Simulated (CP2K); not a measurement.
# Two attempts at AlClOF (SMILES [O][Al]([F])[Cl])

Wanted: energy and gradient of AlClOF, PM3.

The results are computed with CP2K 2026.2.

5 further runs of the same task are left out: 5 set aside as unsound or not needed.

## 1. The molecule

AlClOF has 4 atoms, charge 0, and is taken as a doublet. SMILES: `[O][Al]([F])[Cl]`. The shape is that of a PBE0-D4/def2-TZVP optimisation.

Bond lengths: O1–Al2 1.724 Å, Al2–F3 1.632 Å, Al2–Cl4 2.063 Å. Angles: O1–Al2–F3 118.6°, O1–Al2–Cl4 118.4°, F3–Al2–Cl4 122.9°.

## 2. Try one

qs.inp

```
&global
    project_name qs
    run_type ENERGY_FORCE
    print_level MEDIUM
&end

&force_eval
    method QUICKSTEP
    &dft
        charge -2
        multiplicity 2
        uks T
        &qs
            method PM3
            eps_default 1.0E-10
            &se
                &coulomb
                    cutoff [angstrom] 50
                    rc_range [angstrom] 0
                &end
                &exchange
                    cutoff [angstrom] 50
                    rc_range [angstrom] 0
                &end
            &end
        &end
        &poisson
            periodic NONE
            poisson_solver ANALYTIC
        &end
        ! self-consistent field
        &scf
            scf_guess ATOMIC
            eps_scf 1.0E-07
            max_scf 50
            added_mos 2
            &diagonalization
                algorithm STANDARD
            &end
            &mixing
                method DIRECT_P_MIXING
                alpha 0.4
            &end
        &end
        &print
            &moments
                periodic F
                reference COM
                max_moment 1
            &end
            &mo ON
                energies T
                occupation_numbers T
                ndigits 6
                &each
                    qs_scf 0
                &end
                add_last NUMERIC
            &end
            &hirshfeld OFF
            &end
        &end
    &end
    &subsys
        ! box in angstrom
        &cell
            abc [angstrom] 14.3 14.8 14.3
            periodic NONE
        &end
        &coord
            O      0.993300     0.591700     1.294800
            Al     0.061900    -0.095200     0.016700
            F      0.278100    -1.671200    -0.348900
            Cl    -1.277700     1.114400    -0.982900
        &end
        &topology
            &center_coordinates
            &end
        &end
    &end
    &print
        &forces ON
        &end
    &end
&end
```

Started as:

```console
$ OMP_NUM_THREADS=1 cp2k.psmp -i qs.inp > qs.out 2>&1
```

The log of the run:

```text
CP2K| version string:                                       CP2K version 2026.2
[...]
 GLOBAL| Method name                                                        CP2K
[...]
 GLOBAL| Run type                                                   ENERGY_FORCE
[...]
                             - Atoms:                                          4
[...]
                             - Spherical basis functions:                     16
[...]
 Number of electrons:                                                         13
[...]
     1 P_Mix/Diag. 0.40E+00    0.0     0.40893149       -38.4602563223 -3.85E+01
[...]
    23 DIIS/Diag.  0.51E-07    0.0     0.00000006       -40.5872366642 -1.49E-13
  *** SCF run converged in    23 steps ***
  Core-core repulsion energy [eV]:                            929.15046719104112
  Core Hamiltonian energy [eV]:                             -1903.09593829675237
  Two-electron integral energy [eV]:                         -260.97881087884059
  Electronic energy [eV]:                                   -2033.58534373617272
  Total energy [eV]:                                        -1104.43487654513160
  Atomic reference energy [eV]:                              1097.02509449912782
  Heat of formation [kcal/mol]:                              -170.87364683410033
[...]
 SE_DIPOLE| Moment [Debye]          1.73669190       0.21842622       1.97771566
 SE_DIPOLE| Derivative [a.u.]       0.00000000       0.00000000       0.00000000
 ENERGY| Total FORCE_EVAL ( QS ) energy [hartree]            -40.587236664151860
 FORCES| Atomic forces [hartree/bohr]
 FORCES|   Atom     x               y               z               |f|
 FORCES|      1  9.35549880E-03  5.75128723E-03  1.23994972E-02   1.65635200E-02
 FORCES|      2  1.23054301E-02  3.70730899E-02  2.75705731E-02   4.78118616E-02
 FORCES|      3  5.71422009E-03 -6.32578554E-02 -1.79074734E-02   6.59915614E-02
 FORCES|      4 -2.73751490E-02  2.04334782E-02 -2.20625970E-02   4.06655137E-02
 FORCES| Sum     1.11022302E-16 -5.55111512E-17  1.66533454E-16
 FORCES| Total atomic force                                       2.07703709E-16
[...]
```

It took 0.24 s on 1 thread of Arm Neoverse V2, shared host.

## 3. Reading the log

The program ended normally, but the settings are unsound, so its numbers aren't properties of the molecule.

The fault: the charge typed isn't that of the species meant. To mend it: charge 0 in place of -2.

## 4. Second attempt

gas.inp

```
&GLOBAL
  PROJECT gas
  RUN_TYPE ENERGY_FORCE
  PRINT_LEVEL MEDIUM
&END GLOBAL

&FORCE_EVAL
  METHOD QUICKSTEP
  &DFT
    MULTIPLICITY 2
    UNRESTRICTED_KOHN_SHAM T
    &QS
      METHOD PM3
      EPS_DEFAULT 1.0E-10
      &SE
        &COULOMB
          CUTOFF [angstrom] 50
          RC_RANGE [angstrom] 0
        &END COULOMB
        &EXCHANGE
          CUTOFF [angstrom] 50
          RC_RANGE [angstrom] 0
        &END EXCHANGE
      &END SE
    &END QS
    &POISSON
      PERIODIC NONE
      POISSON_SOLVER ANALYTIC
    &END POISSON
    &SCF
      SCF_GUESS ATOMIC
      EPS_SCF 1.0E-07
      MAX_SCF 80
      ADDED_MOS 2
      &DIAGONALIZATION
        ALGORITHM STANDARD
      &END DIAGONALIZATION
      &MIXING
        METHOD DIRECT_P_MIXING
        ALPHA 0.4
      &END MIXING
    &END SCF
    &PRINT
      &MOMENTS
        PERIODIC F
        REFERENCE COM
        MAX_MOMENT 1
      &END MOMENTS
      &MO ON
        ENERGIES T
        OCCUPATION_NUMBERS T
        NDIGITS 6
        &EACH
          QS_SCF 0
        &END EACH
        ADD_LAST NUMERIC
      &END MO
      &HIRSHFELD OFF
      &END HIRSHFELD
    &END PRINT
  &END DFT
  &SUBSYS
    &CELL
      ABC 14.3 14.8 14.3
      PERIODIC NONE
    &END CELL
    &COORD
      O      0.993300     0.591700     1.294800
      Al     0.061900    -0.095200     0.016700
      F      0.278100    -1.671200    -0.348900
      Cl    -1.277700     1.114400    -0.982900
    &END COORD
    &TOPOLOGY
      &CENTER_COORDINATES
      &END CENTER_COORDINATES
    &END TOPOLOGY
  &END SUBSYS
  &PRINT
    &FORCES ON
    &END FORCES
  &END PRINT
&END FORCE_EVAL
```

Started as:

```console
$ OMP_NUM_THREADS=1 cp2k.psmp -i gas.inp > gas.out 2>&1
```

The log of the run:

```text
CP2K| version string:                                       CP2K version 2026.2
[...]
 GLOBAL| Method name                                                        CP2K
[...]
 GLOBAL| Run type                                                   ENERGY_FORCE
[...]
                             - Atoms:                                          4
[...]
                             - Spherical basis functions:                     16
[...]
 Number of electrons:                                                         12
[...]
     1 P_Mix/Diag. 0.40E+00    0.0     0.34858997       -37.8507330106 -3.79E+01
[...]
    35 DIIS/Diag.  0.14E-06    0.0     0.00000010       -40.5589505982 -4.62E-13
  *** SCF run converged in    35 steps ***
  Core-core repulsion energy [eV]:                            929.15046719104112
  Core Hamiltonian energy [eV]:                             -1825.39200965118926
  Two-electron integral energy [eV]:                         -414.84726217277193
  Electronic energy [eV]:                                   -2032.81564073757522
  Total energy [eV]:                                        -1103.66517354653411
  Atomic reference energy [eV]:                              1097.02509449912782
  Heat of formation [kcal/mol]:                              -153.12387261227704
[...]
 SE_DIPOLE| Moment [Debye]         -0.60036382       0.82416638      -0.34030861
 SE_DIPOLE| Derivative [a.u.]       0.00000000       0.00000000       0.00000000
 ENERGY| Total FORCE_EVAL ( QS ) energy [hartree]            -40.558950598193178
 FORCES| Atomic forces [hartree/bohr]
 FORCES|   Atom     x               y               z               |f|
 FORCES|      1 -3.59753943E-03 -2.78732986E-03 -4.98799510E-03   6.75215468E-03
 FORCES|      2 -1.30924002E-03  1.99056368E-02  6.16864976E-03   2.08806304E-02
 FORCES|      3  5.48346915E-04 -1.18259517E-02 -3.91497866E-03   1.24691971E-02
 FORCES|      4  4.35843254E-03 -5.29235522E-03  2.73432401E-03   7.38115748E-03
 FORCES| Sum     1.66533454E-16  1.94289029E-16  1.38777878E-16
 FORCES| Total atomic force                                       2.91102933E-16
[...]
```

Run time: 0.26 s. Hardware: 1 thread of Arm Neoverse V2, shared host.

## 5. Summary of results

At PM3:

| quantity | value |
| --- | --- |
| total energy | -40.55895 Eh |
| dipole moment | 1.07 D |
| HOMO energy (highest over α and β) | -11.24 eV |
| LUMO energy (lowest over α and β) | -2.30 eV |
| heat of formation at this unrelaxed shape | -153.1 kcal/mol |
| largest force on an atom | 1.074 eV/Å |

The largest force is 1.07 eV/Å: the shape isn't a stationary point for this species at this level.
